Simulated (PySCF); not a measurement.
# MgSb+: from the state search to spectroscopic constants

One job finds the state of MgSb+, follows it along the bond with each method and fits the curves.

Method: Mg x2c-SVPall, Sb x2c-SVPall, spin-free X2C with a Gaussian nucleus; program: PySCF 2.14.0.

1 further run of the same task is left out (it didn't finish).

## 1. Set-up

A driver script around PySCF takes these settings:

```json
{"atoms": "Mg, Sb", "charge": "1", "basis": "Mg x2c-SVPall, Sb x2c-SVPall", "Hamiltonian": "spin-free X2C with a Gaussian nucleus", "basis functions": "54", "electrons treated": "62", "masses in u": "23.9850, 120.9038", "levels": "PBE0, PBE, r²SCAN, TPSSh, B2PLYP, BP86, HF, MP2, SCS-MP2, CCSD, CCSD(T)", "grid": "80 radial by 434 angular points", "occupations": "held fixed by the projection of orbital angular momentum", "dissociation limit": "Mg+ + Sb, each in its ground configuration", "starting distance in angstrom": "2.820", "values of 2S to try": "0, 2, 4"}
```

On the command line:

```sh
OMP_NUM_THREADS=1 python dia.py task.json out
```

Further steps of the session: First curve: PBE0; Other states along the same grid; PBE (GGA); r²SCAN (meta-GGA); TPSSh (hybrid meta-GGA); B2PLYP (double hybrid); BP86 (GGA); ROHF (mean field); Adding correlation.

Before running it: what results should come out? Wanted: for each run, Re; ωe; De; μ.

As calculated:

Lowest PBE0 solution found, without spin–orbit coupling: ³Σ⁻ (triplet), unpaired electrons π ↑↑. State 2 has its PBE0 minimum 0.34 eV higher, as a spin-mixed determinant (⟨S²⟩ = 1.01), so this is no gap between pure states. State 3 has its PBE0 minimum 1.29 eV higher. The other levels ran on the lowest alone.

```
       level  Re (Å)  ωe (cm⁻¹)  De (eV)   μ (D)
        ROHF   2.786      247.5    0.346  -10.08
    ROHF-MP2   2.772      258.6     1.10     n/a
ROHF-SCS-MP2   2.794      247.4     1.15     n/a
   ROHF-CCSD   2.833      227.2     1.28     n/a
ROHF-CCSD(T)   2.837      225.7     1.36     n/a
         PBE   2.777      241.4     1.89   -8.52
        BP86   2.777      240.4     1.85   -8.60
      r²SCAN   2.761      247.3     1.61   -9.18
       TPSSh   2.767      245.4     1.75   -9.12
        PBE0   2.764      245.5     1.67   -8.97
      B2PLYP   2.767      250.4     1.57   -8.92
```

De is counted to Mg+ + Sb in their ground configurations. A positive dipole points from Mg to Sb; in an ion it is taken about the centre of mass and does not tell which atom is negative.

Differences from CCSD(T) in the same basis:

```
       level  Re (mÅ)  ωe (%)
        ROHF      -50    +9.6
    ROHF-MP2      -64   +14.5
ROHF-SCS-MP2      -42    +9.6
   ROHF-CCSD       -3    +0.7
         PBE      -60    +7.0
        BP86      -60    +6.5
      r²SCAN      -76    +9.6
       TPSSh      -70    +8.7
        PBE0      -73    +8.7
      B2PLYP      -69   +10.9
```

What this shows: Against CCSD(T) in the same basis, the bond length is nearest at ROHF-CCSD (-3 mÅ) and farthest at r²SCAN (-76 mÅ); the wavenumber is nearest at ROHF-CCSD (+0.7 %) and farthest at ROHF-MP2 (+14.5 %). Hartree–Fock makes the bond too short and too stiff against this reference, as it mostly does. CCSD(T) in a basis this small is itself some way from its limit, more so than the functionals. Of the levels with a De here, ROHF gives the least (0.346 eV) and PBE the most (1.89 eV).

Correlated steps freeze 19 core orbitals. These are scalar-relativistic numbers at best; spin–orbit coupling would shift them, the dissociation energy most. B2PLYP dipoles, levels and charges come from its SCF part alone. With spin–orbit coupling the term label itself may not hold.
